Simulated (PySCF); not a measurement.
# C8H7FO (4'-fluoroacetophenone): the cost of one run

Computed with PySCF 2.14.0 and routines of our own; the level stands in each step. Atoms count from 0.

### 1 The starting structure

17 atoms, charge 0, multiplicity 1; geometry from: GFN2-xTB.

### 2 Optimising the geometry at PBE0-D3(BJ)/def2-SVP

The job: settings as JSON, then the geometry in Å.

```
{"job": {"xc": "PBE0", "basis": "def2-SVP", "d3": "d3bj", "grid": 2, "kind": "geom"}, "charge": 0, "multiplicity": 1}
C      2.605110    -0.744967    -0.115937
C      1.736985     0.404153     0.332072
O      2.208664     1.402593     0.827111
C      0.267949     0.261803     0.138631
C     -0.543347     1.312263     0.572875
C     -1.914995     1.258191     0.435212
C     -2.474060     0.134712    -0.149673
F     -3.810517     0.065259    -0.292188
C     -1.698270    -0.923398    -0.592298
C     -0.325804    -0.856230    -0.446160
H      2.488066    -0.905283    -1.185439
H      2.325132    -1.656551     0.407569
H      3.644387    -0.510618     0.100005
H     -0.067218     2.170982     1.021937
H     -2.549532     2.063023     0.770808
H     -2.173414    -1.781070    -1.042002
H      0.273866    -1.682830    -0.792434
```

Run with:

```
$ OMP_NUM_THREADS=1 python excited_run.py task.json out
```

The driver reads the jobs from task.json and runs them one after another.

**Question.** How long does this first job take on 1 thread of Arm Neoverse V2, shared host, and how much memory does it need?

About 72 s, with a peak of 0.81 GiB.
